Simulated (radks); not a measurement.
# Taking charge from the 4s level of V in fractions

An exercise on one series of results from a longer session: the logs are not shown, and one member is left open.

Program: radks (a radial shooting solver on a logarithmic mesh, Libxc functionals) version 1. Level of theory: non-relativistic Kohn-Sham, PBEsol, spin-polarised, spherical densities, point nucleus; open shells are filled with parallel spins first. These are calculated values, not measurements, unless marked.

### The system

| Quantity | Value |
| --- | --- |
| element | vanadium (Z = 23) |
| charge | 0 |
| electrons | 23 |
| configuration | [Ar] 3d3 4s(up 1, down 1) |

A shell typed twice in an input gives spin up, then spin down.

Set-up of the first run:

Settings of this run:

```text
Z 23
configuration [Ar] 3d3 4s1 4s1
relativity non-relativistic
functional pbe_sol,pbe_sol
spin polarised
nucleus point
```

Among the steps run: Start: [Ar] 3d3 4s(up 1, down 1).

One of the session's tables, all rows but one given; the rest of the session is left out.

It belongs to the step «Start: [Ar] 3d3 4s(up 1, down 1)». Sizes of the orbitals, from the radial functions (bohr):

| level | <r> | outermost maximum (interpolated) | 90 % within | nodes |
| --- | --- | --- | --- | --- |
| 3s up | 0.9569 | 0.826 | 1.43 | 2 |
| 3s down | 0.9582 | 0.827 | 1.44 | 2 |
| 3p up | 1.020 | 0.847 | 1.57 | 1 |
| 3p down | 1.023 | 0.848 | 1.58 | 1 |
| 3d up | 1.403 | 0.887 | 2.47 | 0 |
| 4s up | 3.291 | 2.73 | 4.97 | 3 |
| 4s down | 3.508 | 2.90 | 5.31 | 3 |
| 3d down | ? | ? | ? | ? |

**Question.** Estimate the row for 3d down.

**Answer.** <r>: 1.537; outermost maximum (interpolated): 0.896; 90 % within: 2.81; nodes: 0. In the column «<r>» it lies between 3d up (1.403) and 4s up (3.291).
